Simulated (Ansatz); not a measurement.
Ti₃Al, space group P-6m2, a projected density of states

Computed with Ansatz 0.2.0 through its Python package.

Script `ti3al.py`:
```python
"""Projected density of states of Ti3Al."""

import sys

import ansatz as az
import numpy as np


def main() -> None:
    vectors = np.array([
        [2.92754, 0.0, 0.0],
        [-1.46377, 2.53533, 0.0],
        [0.0, 0.0, 9.22636],
    ])
    system = (
        az.Lattice.of(vectors)
        .atom("Ti", (2 / 3, 1 / 3, 0.0))
        .atom("Ti", (1 / 3, 2 / 3, 0.75059))
        .atom("Ti", (1 / 3, 2 / 3, 0.24941))
        .atom("Al", (2 / 3, 1 / 3, 0.5))
    )

    model = (
        system.calculation()
        .kpoints(7, 7, 2)
        .scf(extra_bands=6, algorithm="density_mixing")
        .occupations("cold", width=0.3)
        .basis(10 * az.Ha)
        .functional("pbesol", dispersion="D3(BJ)")
        .density_of_states(projected=True, energy_step=0.05)
    )
    try:
        outcome = model.run()
    except az.NonConvergedError as error:
        sys.exit(f"no convergence: {error}")
    except az.RefusalError as error:
        sys.exit(f"input refused: {error}")
    report = outcome.report

    dos = outcome.density_of_states()
    energy = np.asarray(dos.energies_ev) - dos.fermi_ev
    curves = {}
    for site in outcome.projected_density_of_states().sites:
        for shell in site.shells:
            weight = sum(np.sum(curve.g_bin_mean_per_ev, axis=0) for curve in shell.curves)
            name = f"{site.species} {shell.label}"
            curves[name] = curves.get(name, 0) + weight

    step = energy[1] - energy[0]
    windows = [(-6, -3), (-3, 0), (0, 4)]
    print("states by shell in windows of E - E_F (eV):", windows)
    for name, g in curves.items():
        print(f"{name:8s}", " ".join(f"{step * g[(energy >= a) & (energy < b)].sum():8.3f}" for a, b in windows))
    filled = (energy < 0) & (energy > -6)
    for name, g in curves.items():
        if g[filled].sum() * step > 0.5:
            print(f"centre of {name}: {np.average(energy[filled], weights=g[filled]):.2f} eV")


if __name__ == "__main__":
    main()
```

Running `python ti3al.py` prints:
```text
DeckWarning: basis.ecutwfc = 272.11386245988 eV is below the records' recommended 420 eV, and the density's cutoff is lower with it unless basis.ecutrho_ratio is high enough to keep the records' density cutoff: compare with a run at a higher cutoff
states by shell in windows of E - E_F (eV): [(-6, -3), (-3, 0), (0, 4)]
Ti 3S       0.088    0.042    0.010
Ti 4S       0.843    1.276    0.286
Ti 3P       0.033    0.084    0.025
Ti 3D       0.404    8.385   11.629
Al 3S       0.422    0.291    0.068
Al 3P       0.645    1.321    0.563
centre of Ti 4S: -2.74 eV
centre of Ti 3D: -1.26 eV
centre of Al 3S: -3.17 eV
centre of Al 3P: -2.32 eV
```
(Warnings from the package without file and line.)

These settings explore the input space; cutoff and mesh may be short of convergence. The cutoff lies under the one recommended for these potentials. Spin is left out of this run. Dispersion corrections can be off by several per cent in the lattices of metals, and by several GPa in the pressure at a fixed cell. The mesh is modest for a metal, so energies can be off by several to tens of meV an atom and pressures by half a GPa or more; differences at equal mesh fare better. This cell is a computed structure, which may not be the phase found in nature. Curves are summed over the cell's atoms. Only shells that the potentials hold have channels, so projections don't add up to the total, least of all where a shell is missing (p of most metals); heights and places of peaks move with the mesh. The computed bands are complete only to about 1.6 eV above the Fermi level; beyond that the density of states is undercounted. A band centre counts only the states inside the window taken. Wall time of the script: 1.9 s on 1 thread of Arm Neoverse V2, on a shared host, peak memory 0.34 GiB.

(Lines on the test bed's own set-up are left out of the output.)
